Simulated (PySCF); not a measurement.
**NaSe−: bond curves at several levels of theory**

One table from this session's results is given with a row withheld; the runs are named, their logs left out.

Program: PySCF 2.14.0. Level of theory: Na aug-pcseg-1, Se aug-pcseg-1, no relativity. These are calculated values, not measurements.

The first run:

The job is set up so:

| Quantity | Value |
| --- | --- |
| atoms | Na, Se |
| charge | -1 |
| basis | Na aug-pcseg-1, Se aug-pcseg-1 |
| Hamiltonian | no relativity |
| basis functions | 50 |
| electrons treated | 46 |
| masses in u | 22.9898, 79.9165 |
| levels | PBE0, PBE, r²SCAN, BLYP, r²SCAN0, M06, ωB97X, HF, MP2, SCS-MP2, CCSD, CCSD(T) |
| grid | 80 radial by 434 angular points |
| occupations | held fixed by the projection of orbital angular momentum |
| dissociation limit | Na + Se−, each in its ground configuration |
| starting distance in angstrom | 2.790 |
| values of 2S to try | 0, 2 |

The run is started by

```
$ OMP_NUM_THREADS=1 python dia.py task.json out
```

Steps of the session up to this table: Set-up; First curve: PBE0; Higher solutions at PBE0; PBE (GGA); r²SCAN (meta-GGA); BLYP (GGA); r²SCAN0 (hybrid meta-GGA); M06 (hybrid meta-GGA); ωB97X (range-separated hybrid); RHF (mean field); Adding correlation.

One table of the session follows, with a row left open; its other results are not shown here.

It belongs to the step «The curves together». Energy (eV) from each level's lowest point:

```
R (Å)    RHF  RHF-MP2  RHF-SCS-MP2  RHF-CCSD  RHF-CCSD(T)
2.187  0.597    0.669        0.672       n/a          n/a
2.289  0.268    0.328        0.331     0.312        0.342
2.390  0.086    0.127        0.129     0.116        0.138
2.467  0.020    0.044        0.046     0.037        0.053
2.543  0.000    0.005        0.006     0.002        0.010
2.619  0.015    0.000        0.000     0.000        0.000
2.721  0.076    0.032        0.030     0.035        0.024
2.848      ?        ?            ?         ?            ?
3.001  0.378    0.255        0.239     0.248        0.207
3.204  0.644    0.473        0.440       n/a          n/a
```

Q: Estimate the row for R (Å) = 2.848 from the others.

Worked estimate for «RHF». A straight line through the neighbours (2.721, 0.076) and (3.001, 0.378) gives 0.076 + (0.378 − 0.076) × (2.848 − 2.721) / (3.001 − 2.721) = 0.213; a parabola fitted to 4 rows on both sides gives 0.202.

The run gave: RHF: 0.197; RHF-MP2: 0.116; RHF-SCS-MP2: 0.109; RHF-CCSD: 0.118; RHF-CCSD(T): 0.093. In «RHF» the line misses by +0.016 and the parabola by +0.005.

State 2 has its PBE0 minimum 0.30 eV higher. State 4 has its PBE0 minimum 0.77 eV higher. The other levels ran on the lowest alone.
